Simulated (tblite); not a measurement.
# C4H14GaNSi2: the cost of one run

The runs use tblite 0.8.0 and PySCF 2.14.0, with density-fitted response routines of our own; the level of theory stands in each step. All values are computed, except where a source is named. Atoms are numbered from 0 throughout.

### 1 The molecule as given

22 atoms, charge 0, multiplicity 1; geometry from: force field or distance geometry start.

Bonds of the start (Å): C0–C1 1.52, C1–C2 1.32, C2–C3 1.51, C3–Ga4 1.99, Ga4–N5 2.11, N5–Si6 1.80, N5–Si7 1.79, C0–H8 1.12, C0–H9 1.11, C0–H10 1.12, C1–H11 1.11, C2–H12 1.08, C3–H13 1.12, C3–H14 1.09, Ga4–H15 1.68, Si6–H16 1.47, Si6–H17 1.49, Si6–H18 1.46, Si7–H19 1.48, Si7–H20 1.47, Si7–H21 1.46.

### 2 Relaxing the molecule with GFN2-xTB

Job settings and geometry (Å):

```
{"job": {"kind": "relax", "xc": "GFN2-xTB", "basis": "xTB"}, "charge": 0, "multiplicity": 1}
C      4.048200    -0.318000     0.362800
C      2.533500    -0.242200     0.297400
C      1.984500     0.860900    -0.185900
C      0.486100     1.025600    -0.291300
Ga    -0.301600    -0.645800     0.438500
N     -2.352600    -0.204500     0.664800
Si    -3.049000    -1.675100    -0.101200
Si    -2.820400     1.138300    -0.421400
H      4.453000    -0.151000    -0.672400
H      4.386200     0.473100     1.063500
H      4.379400    -1.306600     0.761800
H      1.912800    -1.084500     0.663300
H      2.578300     1.697500    -0.532500
H      0.220100     2.020800     0.141000
H      0.183600     1.014900    -1.334000
H      0.180200    -1.046800     1.992000
H     -2.316000    -1.850900    -1.360300
H     -4.459900    -1.303300    -0.401900
H     -2.981200    -2.848100     0.772100
H     -4.030700     0.723400    -1.172500
H     -3.232200     2.317800     0.351600
H     -1.812800     1.424000    -1.437200
```

Started as:

```console
> OMP_NUM_THREADS=1 python probes_run.py task.json out
```

The driver reads the jobs from task.json and runs them one after another.

**Question.** How long does this first job take on 1 thread of Arm Neoverse V1, shared host, and how much memory does it need?

About 1.8 s, with a peak of 0.18 GiB.
